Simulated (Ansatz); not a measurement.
# Cl− with CH₃F: structure and interaction energy

The task here is to estimate one member of a computed series from the others.

Program: Ansatz 0.2.0, Gaussian basis. Level of theory: PBE0-D4 structure, single points in def2-TZVPPD. These are calculated values, not measurements.

Levels: PBE-D4, revPBE-D4, BLYP-D4, r2SCAN-D4, B97M-V, PBE0-D4, B3LYP-D4, HSE06-D4, wB97X-V, wB97M-V, B2PLYP, Hartree-Fock, MP2, CCSD, CCSD(T). The reference is CCSD(T) extrapolated to the basis limit.

Correlated methods freeze the cores. B3LYP uses VWN-RPA correlation. B2PLYP carries no dispersion term here.

163 further runs of the same task are left out: 163 set aside as unsound or not needed.

## Where the work starts

The pair, from a GFN2-xTB docking trial: 6 atoms, charge -1, spin multiplicity 1.

Atoms are counted from 1 here; the program's logs count them from 0.

Bond lengths: C2–F3 1.383 Å, C2–H4 1.087 Å, C2–H5 1.087 Å, C2–H6 1.086 Å. Angles: F3–C2–H4 108.6°, F3–C2–H5 108.8°, F3–C2–H6 109.1°, H4–C2–H5 110.1°, H4–C2–H6 110.1°, H5–C2–H6 110.2°.

Coordinates:

```xyz
6
CH3ClF
Cl    0.21080    0.05610   -2.60350
C    -0.03770   -0.00360    0.45520
F    -0.14700   -0.18300    1.82220
H     0.98980    0.26180    0.22110
H    -0.70820    0.79680    0.15300
H    -0.30760   -0.92800   -0.04790
```

Atoms 1 to 1 are fragment A (Cl−), the rest fragment B (CH₃F).

Set-up of the first run:

Contents of pre/in.yaml:

```yaml
crystal:
  periodic: [false, false, false]
  atoms:
    - {symbol: Cl, position_ang: [0.210800, 0.056100, -2.603500]}
    - {symbol: C, position_ang: [-0.037700, -0.003600, 0.455200]}
    - {symbol: F, position_ang: [-0.147000, -0.183000, 1.822200]}
    - {symbol: H, position_ang: [0.989800, 0.261800, 0.221100]}
    - {symbol: H, position_ang: [-0.708200, 0.796800, 0.153000]}
    - {symbol: H, position_ang: [-0.307600, -0.928000, -0.047900]}
basis:
  gaussian: {orbitals: def2-SVPD}
total_charge: -1
hamiltonian: {xc: pbe, dispersion: d4}
relax: {f_tol: 0.03, max_steps: 250}
```

The run is started by

```console
ansatz run in.yaml --threads 2 --pin off --events-out ev --progress --plain --max-ram 5222MiB
```

Among the steps run: A first relaxation in a small basis; Relaxation at PBE0-D4; wB97X-V/def2-TZVPPD; wB97M-V/def2-TZVPPD; B2PLYP/def2-TZVPPD; B97M-V/def2-TZVPPD; CCSD(T)/def2-TZVPPD; MP2/def2-QZVPPD; Hartree-Fock/STO-3G; SPW92/def2-SVP; wB97M-V/def2-SVP; CCSD(T)/def2-SVP; Vibrations of the pair.

One table of the session follows, with a row left open; its other results are not shown here.

```
      method  interaction (meV)
      PBE-D4               -414
   revPBE-D4               -404
     BLYP-D4               -395
   r2SCAN-D4               -417
      B97M-V               -412
     PBE0-D4               -419
    B3LYP-D4               -410
    HSE06-D4                  ?
     wB97X-V               -415
     wB97M-V               -416
      B2PLYP               -373
Hartree-Fock               -336
         MP2               -396
        CCSD               -386
     CCSD(T)               -394
 CCSD(T)/CBS               -422
```

Estimate the missing values for HSE06-D4.

The run gave: interaction (meV): -418. In the column «interaction (meV)» it lies between PBE0-D4 (-419) and r2SCAN-D4 (-417).

Among the levels timed on like hardware and quicker than the yardstick, those that no quicker one beats, quickest first: revPBE-D4 (2.9 s, +17 meV); PBE-D4 (2.9 s, +7 meV); PBE0-D4 (3.8 s, +3 meV).

For cost: PBE0-D4 gets within 3 meV in 3.8 s, where CCSD(T)/CBS took 63 s; the quickest level in the cost chart, revPBE-D4, takes 2.9 s and misses by 17 meV.

Limits of these values: A lower arrangement may exist.
